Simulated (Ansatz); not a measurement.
# C6H16Ge: up Jacob's ladder to CCSD(T)

One table from this session's results is given with a row withheld; the runs are named, their logs left out.

Computed with Ansatz 0.2.0, Gaussian basis. Level: functionals in def2-TZVPP, the program's frozen cores in correlated methods.

Plan: LDA (SPW92), PBE-D4, revPBE-D4, BLYP-D4, r2SCAN-D4, B97M-V, PBE0-D4, B3LYP-D4, r2SCANh-D4, r2SCAN0-D4, HSE06-D4, BHLYP-D4, CAM-B3LYP-D4, LC-ωPBE, ωB97X-V, ωB97M-V, B2PLYP, PBE-QIDH; CCSD(T)/def2-SVP; CCSD(T)/def2-TZVPP; MP2/def2-QZVPP; extrapolation to the limit; RPA on PBE.

**The geometry**

All runs share one geometry, relaxed beforehand with PBE0-D4 in a triple-zeta def2 set.

SMILES `C[CH2][GeH]([CH2]C)[CH2]C`, 23 atoms, charge 0, spin multiplicity 1.

Atoms are counted from 1 here; the program's logs count them from 0.

Bond lengths: C1–C2 1.523 Å, C1–H8 1.094 Å, C1–H9 1.094 Å, C1–H10 1.094 Å, C2–Ge3 1.967 Å, C2–H11 1.094 Å, C2–H12 1.094 Å, Ge3–C4 1.965 Å, Ge3–C6 1.965 Å, Ge3–H13 1.551 Å, C4–C5 1.523 Å, C4–H14 1.094 Å, C4–H15 1.095 Å, C5–H16 1.094 Å, C5–H17 1.094 Å, C5–H18 1.093 Å, C6–C7 1.523 Å, C6–H19 1.094 Å and more. Angles: C2–C1–H8 111.6°, C2–C1–H9 111.6°, C2–C1–H10 111.8°, H8–C1–H9 107.1°, H8–C1–H10 107.2°, H9–C1–H10 107.2°, C1–C2–Ge3 113.0°, C1–C2–H11 110.7°, C1–C2–H12 110.7°, Ge3–C2–H11 108.1°, Ge3–C2–H12 108.1°, H11–C2–H12 106.1°, C2–Ge3–C4 109.9°, C2–Ge3–C6 109.9°, C2–Ge3–H13 108.7°, C4–Ge3–C6 110.3°, C4–Ge3–H13 108.9°, C6–Ge3–H13 108.9° and more.

As a file:

```csv
atom,x (Å),y (Å),z (Å)
C1,-1.5006,1.6788,0.1672
C2,-0.1212,1.4075,0.7524
Ge3,0.6386,-0.3093,0.1660
C4,0.8386,-0.3202,-1.7893
C5,1.6841,0.8294,-2.3200
C6,-0.5220,-1.7872,0.7421
C7,-0.7697,-1.8152,2.2442
H8,-2.2190,0.9057,0.4542
H9,-1.4761,1.7063,-0.9258
H10,-1.9042,2.6372,0.5060
H11,-0.1593,1.4060,1.8457
H12,0.5787,2.2010,0.4748
H13,2.0359,-0.4834,0.8160
H14,1.2740,-1.2823,-2.0754
H15,-0.1635,-0.2953,-2.2292
H16,1.7882,0.7884,-3.4081
H17,2.6915,0.8146,-1.8949
H18,1.2437,1.7994,-2.0732
H19,-0.0616,-2.7226,0.4104
H20,-1.4682,-1.7025,0.1981
H21,-1.2622,-0.9011,2.5873
H22,-1.4070,-2.6553,2.5350
H23,0.1662,-1.9068,2.8023
```

Set-up of the first run:

in.yaml reads:

```yaml
crystal:
  periodic: [false, false, false]
  atoms:
    - {symbol: C, position_ang: [-1.500615, 1.678751, 0.167220]}
    - {symbol: C, position_ang: [-0.121185, 1.407454, 0.752428]}
    - {symbol: Ge, position_ang: [0.638616, -0.309300, 0.165954]}
    - {symbol: C, position_ang: [0.838615, -0.320185, -1.789295]}
    - {symbol: C, position_ang: [1.684127, 0.829448, -2.320004]}
    - {symbol: C, position_ang: [-0.521999, -1.787173, 0.742130]}
    - {symbol: C, position_ang: [-0.769691, -1.815180, 2.244170]}
    - {symbol: H, position_ang: [-2.219018, 0.905664, 0.454153]}
    - {symbol: H, position_ang: [-1.476089, 1.706288, -0.925819]}
    - {symbol: H, position_ang: [-1.904226, 2.637234, 0.506016]}
    - {symbol: H, position_ang: [-0.159279, 1.406047, 1.845662]}
    - {symbol: H, position_ang: [0.578651, 2.201015, 0.474759]}
    - {symbol: H, position_ang: [2.035865, -0.483421, 0.816043]}
    - {symbol: H, position_ang: [1.273963, -1.282306, -2.075442]}
    - {symbol: H, position_ang: [-0.163483, -0.295264, -2.229231]}
    - {symbol: H, position_ang: [1.788200, 0.788386, -3.408121]}
    - {symbol: H, position_ang: [2.691531, 0.814629, -1.894941]}
    - {symbol: H, position_ang: [1.243689, 1.799417, -2.073211]}
    - {symbol: H, position_ang: [-0.061595, -2.722642, 0.410402]}
    - {symbol: H, position_ang: [-1.468169, -1.702508, 0.198085]}
    - {symbol: H, position_ang: [-1.262210, -0.901146, 2.587287]}
    - {symbol: H, position_ang: [-1.406972, -2.655291, 2.535023]}
    - {symbol: H, position_ang: [0.166179, -1.906816, 2.802331]}
basis:
  gaussian: {orbitals: def2-TZVPP}
hamiltonian: {xc: lda}
output: {orbitals: {seedname: orbitals}}
```

Run with:

```console
ansatz run in.yaml --threads 4 --pin off --events-out ev --progress --plain --max-ram 46080MiB --backend cuda --devices 0, --max-vram 37GiB
```

Among the steps run: LDA; PBE-D4 (GGA); revPBE-D4 (GGA); BLYP-D4 (GGA); r2SCAN-D4 (meta-GGA); B97M-V (meta-GGA); PBE0-D4 (hybrid); B3LYP-D4 (hybrid); r2SCANh-D4 (hybrid); r2SCAN0-D4 (hybrid); HSE06-D4 (hybrid); BHLYP-D4 (hybrid); CAM-B3LYP-D4 (range-separated); LC-ωPBE (range-separated); ωB97X-V (range-separated); ωB97M-V (range-separated); B2PLYP (double hybrid); PBE-QIDH (double hybrid).

One of the session's tables, all rows but one given; the rest of the session is left out.

It belongs to the step «Orbital energies across the functionals». 

| functional | HOMO (eV) | LUMO (eV) | gap (eV) |
| --- | --- | --- | --- |
| LDA (SPW92) | -6.49 | -0.09 | 6.40 |
| PBE-D4 | -6.38 | 0.13 | 6.51 |
| revPBE-D4 | -6.33 | 0.26 | 6.59 |
| BLYP-D4 | -6.26 | 0.16 | 6.42 |
| r2SCAN-D4 | ? | ? | ? |
| B97M-V | -6.72 | 0.21 | 6.93 |
| PBE0-D4 | -7.59 | 0.93 | 8.52 |
| B3LYP-D4 | -7.39 | 0.62 | 8.01 |
| r2SCANh-D4 | -7.07 | 1.01 | 8.08 |
| r2SCAN0-D4 | -7.75 | 1.34 | 9.09 |
| HSE06-D4 | -7.19 | 0.56 | 7.75 |
| BHLYP-D4 | -8.72 | 1.56 | 10.28 |
| CAM-B3LYP-D4 | -8.92 | 1.72 | 10.64 |
| LC-ωPBE | -10.25 | 3.02 | 13.26 |
| ωB97X-V | -9.91 | 2.76 | 12.67 |
| ωB97M-V | -9.78 | 2.36 | 12.14 |

Estimate the missing values for r2SCAN-D4.

Worked estimate for «HOMO (eV)». Against the share of exact exchange, r2SCANh-D4 (0.1, -7.07), r2SCAN0-D4 (0.25, -7.75) give a slope of -4.53 per unit share; at 0 the line stands at -6.62.

**Answer.** HOMO (eV): -6.62; LUMO (eV): 0.78; gap (eV): 7.40. In «HOMO (eV)» the line misses by 0.00.
